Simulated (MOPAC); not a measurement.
**C2H3BrOSi (SMILES O[Si]1(Br)C=C1): levels of theory compared**

Wanted: a comparison of 4 runs (AM1, MNDO, PM6-D3H4, PM7) of C2H3BrOSi. 

Program for the calculation: MOPAC 23.2.5.

6 further runs of the same task are left out: 2 that didn't finish, 4 set aside as unsound or not needed.

## 1. The system as given

The species is C2H3BrOSi (8 atoms), meant as a singlet with charge 0. As SMILES, `O[Si]1(Br)C=C1`. The shape is that of a GFN2-xTB optimisation. This is one conformer, not always the lowest.

Bond lengths: O1–Si2 1.615 Å, Si2–Br3 2.195 Å, Si2–C4 1.851 Å, Si2–C5 1.850 Å, C4–C5 1.349 Å, O1–H6 0.951 Å, C4–H7 1.076 Å, C5–H8 1.076 Å. Some angles: O1–Si2–Br3 102.4°, O1–Si2–C4 128.6°, O1–Si2–C5 128.6°, Br3–Si2–C4 122.9°, Br3–Si2–C5 122.8°, C4–Si2–C5 42.8°, Si2–C4–C5 68.6°, Si2–C5–C4 68.6°, Si2–O1–H6 122.6°, Si2–C4–H7 156.7°.

## 2. Energy and gradient at AM1 (run 1)

calc.mop

```
AM1 DISP GRADIENTS BONDS 1SCF AUX(PRECISION=6) THREADS=1
gradient of C2H3BrOSi

O -0.574370 1 1.414720 1 1.304710 1
Si 0.328790 1 0.368400 1 0.468720 1
Br 2.324140 1 0.678370 1 1.329280 1
C 0.063980 1 -0.270760 1 -1.247600 1
C -0.183470 1 -1.222410 1 -0.324150 1
H -1.508030 1 1.519270 1 1.154500 1
H 0.037390 1 -0.233640 1 -2.322460 1
H -0.488430 1 -2.253940 1 -0.363010 1
```

Command:

```sh
$ mopac calc.mop
```

calc.out:

```text
MOPAC v23.2.5
AM1 CALCULATION RESULTS
[...]
           Empirical Formula: C2 H3 O Si Br  =     8 atoms
      MOLECULAR POINT GROUP   :   Cs
[...]
     SCF FIELD WAS ACHIEVED
[...]
                              SUM =        -27.48283 KCAL/MOL = FINAL HEAT OF FORMATION
          TOTAL ENERGY            =      -1054.46968 EV
          ELECTRONIC ENERGY       =      -2770.91617 EV
          CORE-CORE REPULSION     =       1716.44650 EV
          COSMO AREA              =        130.73 SQUARE ANGSTROMS
          COSMO VOLUME            =        121.95 CUBIC ANGSTROMS
          GRADIENT NORM           =        201.54704          =       71.25764 PER ATOM
          IONIZATION POTENTIAL    =          9.825011 EV
          HOMO LUMO ENERGIES (EV) =         -9.825 -0.771
          NO. OF FILLED LEVELS    =         14
          MOLECULAR WEIGHT        =        151.0346         POINT GROUP:  Cs
[...]
                             CARTESIAN COORDINATES
   1    O       -0.574370000     1.414720000     1.304710000
   2   Si        0.328790000     0.368400000     0.468720000
   3   Br        2.324140000     0.678370000     1.329280000
   4    C        0.063980000    -0.270760000    -1.247600000
   5    C       -0.183470000    -1.222410000    -0.324150000
   6    H       -1.508030000     1.519270000     1.154500000
   7    H        0.037390000    -0.233640000    -2.322460000
   8    H       -0.488430000    -2.253940000    -0.363010000
           Empirical Formula: C2 H3 O Si Br  =     8 atoms
      MOLECULAR POINT GROUP   :   Cs
[...]
              NET ATOMIC CHARGES AND DIPOLE CONTRIBUTIONS
  ATOM NO.   TYPE          CHARGE      No. of ELECS.   s-Pop       p-Pop
    1          O          -0.616314        6.6163     1.82795     4.78837
    2         Si           1.231589        2.7684     0.73806     2.03035
    3         Br          -0.260139        7.2601     1.96087     5.29927
    4          C          -0.464016        4.4640     1.32920     3.13482
    5          C          -0.464285        4.4643     1.32929     3.13500
    6          H           0.260367        0.7396     0.73963
    7          H           0.156398        0.8436     0.84360
    8          H           0.156402        0.8436     0.84360
 DIPOLE           X         Y         Z       TOTAL
 POINT-CHG.    -1.217     0.504     0.179     1.330
 HYBRID        -1.468    -0.865    -1.292     2.138
 SUM           -2.685    -0.360    -1.112     2.928
[...]
 * JOB ENDED NORMALLY *
[...]
```

It took 0.04 s on 1 thread of Arm Neoverse N1, shared host.

## 3. Energy and gradient at MNDO (run 2)

c2h3brosi.mop

```
MNDO 1SCF BONDS DISP GRADIENTS AUX(PRECISION=6) THREADS=1
C2H3BrOSi

O -0.574370 1 1.414720 1 1.304710 1
Si 0.328790 1 0.368400 1 0.468720 1
Br 2.324140 1 0.678370 1 1.329280 1
C 0.063980 1 -0.270760 1 -1.247600 1
C -0.183470 1 -1.222410 1 -0.324150 1
H -1.508030 1 1.519270 1 1.154500 1
H 0.037390 1 -0.233640 1 -2.322460 1
H -0.488430 1 -2.253940 1 -0.363010 1
```

Command:

```sh
$ mopac c2h3brosi.mop
```

c2h3brosi.out:

```text
MOPAC v23.2.5
MNDO CALCULATION RESULTS
[...]
           Empirical Formula: C2 H3 O Si Br  =     8 atoms
      MOLECULAR POINT GROUP   :   Cs
[...]
     SCF FIELD WAS ACHIEVED
[...]
                              SUM =        -25.50415 KCAL/MOL = FINAL HEAT OF FORMATION
          TOTAL ENERGY            =      -1055.25674 EV
          ELECTRONIC ENERGY       =      -2772.68135 EV
          CORE-CORE REPULSION     =       1717.42461 EV
          COSMO AREA              =        130.73 SQUARE ANGSTROMS
          COSMO VOLUME            =        121.95 CUBIC ANGSTROMS
          GRADIENT NORM           =        118.39818          =       41.86008 PER ATOM
          IONIZATION POTENTIAL    =          9.637737 EV
          HOMO LUMO ENERGIES (EV) =         -9.638 -0.538
          NO. OF FILLED LEVELS    =         14
          MOLECULAR WEIGHT        =        151.0346         POINT GROUP:  Cs
[...]
                             CARTESIAN COORDINATES
   1    O       -0.574370000     1.414720000     1.304710000
   2   Si        0.328790000     0.368400000     0.468720000
   3   Br        2.324140000     0.678370000     1.329280000
   4    C        0.063980000    -0.270760000    -1.247600000
   5    C       -0.183470000    -1.222410000    -0.324150000
   6    H       -1.508030000     1.519270000     1.154500000
   7    H        0.037390000    -0.233640000    -2.322460000
   8    H       -0.488430000    -2.253940000    -0.363010000
           Empirical Formula: C2 H3 O Si Br  =     8 atoms
      MOLECULAR POINT GROUP   :   Cs
[...]
              NET ATOMIC CHARGES AND DIPOLE CONTRIBUTIONS
  ATOM NO.   TYPE          CHARGE      No. of ELECS.   s-Pop       p-Pop
    1          O          -0.593749        6.5937     1.78543     4.80832
    2         Si           1.355752        2.6442     0.95048     1.69377
    3         Br          -0.363414        7.3634     1.99053     5.37288
    4          C          -0.401964        4.4020     1.31454     3.08743
    5          C          -0.402120        4.4021     1.31461     3.08751
    6          H           0.219428        0.7806     0.78057
    7          H           0.093047        0.9070     0.90695
    8          H           0.093021        0.9070     0.90698
 DIPOLE           X         Y         Z       TOTAL
 POINT-CHG.    -1.838     0.554     0.063     1.921
 HYBRID        -1.087    -0.734    -1.054     1.682
 SUM           -2.924    -0.180    -0.991     3.093
[...]
 * JOB ENDED NORMALLY *
[...]
```

Run time: 0.04 s. Hardware: 1 thread of Arm Neoverse N1, shared host.

## 4. Energy and gradient at PM6-D3H4 (run 3)

input.mop

```
PM6-D3H4 1SCF BONDS GRADIENTS DISP THREADS=1 AUX(PRECISION=6)
C2H3BrOSi charge 0

O     -0.574370 1     1.414720 1     1.304710 1
Si     0.328790 1     0.368400 1     0.468720 1
Br     2.324140 1     0.678370 1     1.329280 1
C      0.063980 1    -0.270760 1    -1.247600 1
C     -0.183470 1    -1.222410 1    -0.324150 1
H     -1.508030 1     1.519270 1     1.154500 1
H      0.037390 1    -0.233640 1    -2.322460 1
H     -0.488430 1    -2.253940 1    -0.363010 1
```

Command:

```sh
$ mopac input.mop
```

input.out:

```text
MOPAC v23.2.5
PM6-D3H4 CALCULATION RESULTS
[...]
           Empirical Formula: C2 H3 O Si Br  =     8 atoms
      MOLECULAR POINT GROUP   :   Cs
[...]
     SCF FIELD WAS ACHIEVED
[...]
                              SUM =        -46.57529 KCAL/MOL = FINAL HEAT OF FORMATION
          TOTAL ENERGY            =       -878.69673 EV
          ELECTRONIC ENERGY       =      -2475.10065 EV
          CORE-CORE REPULSION     =       1596.40392 EV
          COSMO AREA              =        130.73 SQUARE ANGSTROMS
          COSMO VOLUME            =        121.95 CUBIC ANGSTROMS
          GRADIENT NORM           =        100.94187          =       35.68834 PER ATOM
          IONIZATION POTENTIAL    =          9.244624 EV
          HOMO LUMO ENERGIES (EV) =         -9.245 -1.048
          NO. OF FILLED LEVELS    =         14
          MOLECULAR WEIGHT        =        151.0346         POINT GROUP:  Cs
[...]
                             CARTESIAN COORDINATES
   1    O       -0.574370000     1.414720000     1.304710000
   2   Si        0.328790000     0.368400000     0.468720000
   3   Br        2.324140000     0.678370000     1.329280000
   4    C        0.063980000    -0.270760000    -1.247600000
   5    C       -0.183470000    -1.222410000    -0.324150000
   6    H       -1.508030000     1.519270000     1.154500000
   7    H        0.037390000    -0.233640000    -2.322460000
   8    H       -0.488430000    -2.253940000    -0.363010000
           Empirical Formula: C2 H3 O Si Br  =     8 atoms
      MOLECULAR POINT GROUP   :   Cs
[...]
              NET ATOMIC CHARGES AND DIPOLE CONTRIBUTIONS
  ATOM NO.   TYPE          CHARGE      No. of ELECS.   s-Pop       p-Pop       d-Pop
    1          O          -0.500999        6.5010     1.65423     4.84677
    2         Si           0.505081        3.4949     0.97981     1.42220     1.09291
    3         Br          -0.144003        7.1440     1.95723     5.18350     0.00327
    4          C          -0.254469        4.2545     1.15677     3.09770
    5          C          -0.254145        4.2541     1.15679     3.09736
    6          H           0.359445        0.6406     0.64055
    7          H           0.144550        0.8555     0.85545
    8          H           0.144540        0.8555     0.85546
 DIPOLE           X         Y         Z       TOTAL
 POINT-CHG.    -2.199    -0.261    -0.873     2.380
 HYBRID        -0.004     0.335     0.342     0.479
 SUM           -2.203     0.075    -0.531     2.267
[...]
 * JOB ENDED NORMALLY *
[...]
```

Wall time 0.04 s (1 thread of Arm Neoverse N1, shared host).

## 5. Energy and gradient at PM7 (run 4)

job.mop

```
PM7 1SCF DISP GRADIENTS BONDS AUX(PRECISION=9) THREADS=1
C2H3BrOSi, PM7

O -0.574370 1 1.414720 1 1.304710 1
Si 0.328790 1 0.368400 1 0.468720 1
Br 2.324140 1 0.678370 1 1.329280 1
C 0.063980 1 -0.270760 1 -1.247600 1
C -0.183470 1 -1.222410 1 -0.324150 1
H -1.508030 1 1.519270 1 1.154500 1
H 0.037390 1 -0.233640 1 -2.322460 1
H -0.488430 1 -2.253940 1 -0.363010 1
```

Command:

```sh
$ mopac job.mop
```

job.out:

```text
MOPAC v23.2.5
PM7 CALCULATION RESULTS
[...]
           Empirical Formula: C2 H3 O Si Br  =     8 atoms
      MOLECULAR POINT GROUP   :   Cs
[...]
     SCF FIELD WAS ACHIEVED
[...]
                              SUM =        -64.71821 KCAL/MOL = FINAL HEAT OF FORMATION
          TOTAL ENERGY            =       -906.64062 EV
          ELECTRONIC ENERGY       =      -2590.97394 EV
          CORE-CORE REPULSION     =       1684.33332 EV
          COSMO AREA              =        130.73 SQUARE ANGSTROMS
          COSMO VOLUME            =        121.95 CUBIC ANGSTROMS
          GRADIENT NORM           =         89.72999          =       31.72434 PER ATOM
          IONIZATION POTENTIAL    =          9.796740 EV
          HOMO LUMO ENERGIES (EV) =         -9.797 -0.404
          NO. OF FILLED LEVELS    =         14
          MOLECULAR WEIGHT        =        151.0346         POINT GROUP:  Cs
[...]
                             CARTESIAN COORDINATES
   1    O       -0.574370000     1.414720000     1.304710000
   2   Si        0.328790000     0.368400000     0.468720000
   3   Br        2.324140000     0.678370000     1.329280000
   4    C        0.063980000    -0.270760000    -1.247600000
   5    C       -0.183470000    -1.222410000    -0.324150000
   6    H       -1.508030000     1.519270000     1.154500000
   7    H        0.037390000    -0.233640000    -2.322460000
   8    H       -0.488430000    -2.253940000    -0.363010000
           Empirical Formula: C2 H3 O Si Br  =     8 atoms
      MOLECULAR POINT GROUP   :   Cs
[...]
              NET ATOMIC CHARGES AND DIPOLE CONTRIBUTIONS
  ATOM NO.   TYPE          CHARGE      No. of ELECS.   s-Pop       p-Pop       d-Pop
    1          O          -0.588022        6.5880     1.71255     4.87547
    2         Si           0.232585        3.7674     0.66215     2.77217     0.33309
    3         Br          -0.080882        7.0809     1.89850     5.18043     0.00195
    4          C          -0.151327        4.1513     1.11549     3.03583
    5          C          -0.151249        4.1512     1.11554     3.03571
    6          H           0.362570        0.6374     0.63743
    7          H           0.188130        0.8119     0.81187
    8          H           0.188195        0.8118     0.81181
 DIPOLE           X         Y         Z       TOTAL
 POINT-CHG.    -1.861    -2.366    -2.952     4.215
 HYBRID        -0.731     0.568     0.386     1.003
 SUM           -2.592    -1.798    -2.566     4.066
[...]
 * JOB ENDED NORMALLY *
[...]
```

Wall time 0.04 s (1 thread of Arm Neoverse N1, shared host).

## 6. The series

| run | level | heat of formation (kcal/mol) | dipole moment (D) | HOMO energy (eV) | LUMO energy (eV) | wall time |
| --- | --- | --- | --- | --- | --- | --- |
| 1 | AM1 | -27.48 | 2.93 | -9.82 | -0.77 | 0.04 s |
| 2 | MNDO | -25.50 | 3.09 | -9.64 | -0.54 | 0.04 s |
| 3 | PM6-D3H4 | -46.58 | 2.27 | -9.24 | -1.05 | 0.04 s |
| 4 | PM7 | -64.72 | 4.07 | -9.80 | -0.40 | 0.04 s |

## 7. What came out

```
                                        quantity           value
                             run 4: total energy    -33.31843 Eh
                            run 4: dipole moment          4.07 D
                              run 4: HOMO energy        -9.80 eV
                              run 4: LUMO energy        -0.40 eV
                            run 4: HOMO–LUMO gap         9.39 eV
                        run 4: dispersion energy    -2.13 kJ/mol
run 4: heat of formation at this unrelaxed shape  -64.7 kcal/mol
                 run 4: largest force on an atom      2.314 eV/Å
```

The dipole moment (its size) runs from 2.27 D (PM6-D3H4) to 4.07 D (PM7). The HOMO–LUMO gap runs from 8.20 eV (PM6-D3H4) to 9.39 eV (PM7). Force-field and semi-empirical energies have zeros of their own, so their totals don't compare. All runs together took 0.16 s, the longest 0.04 s.
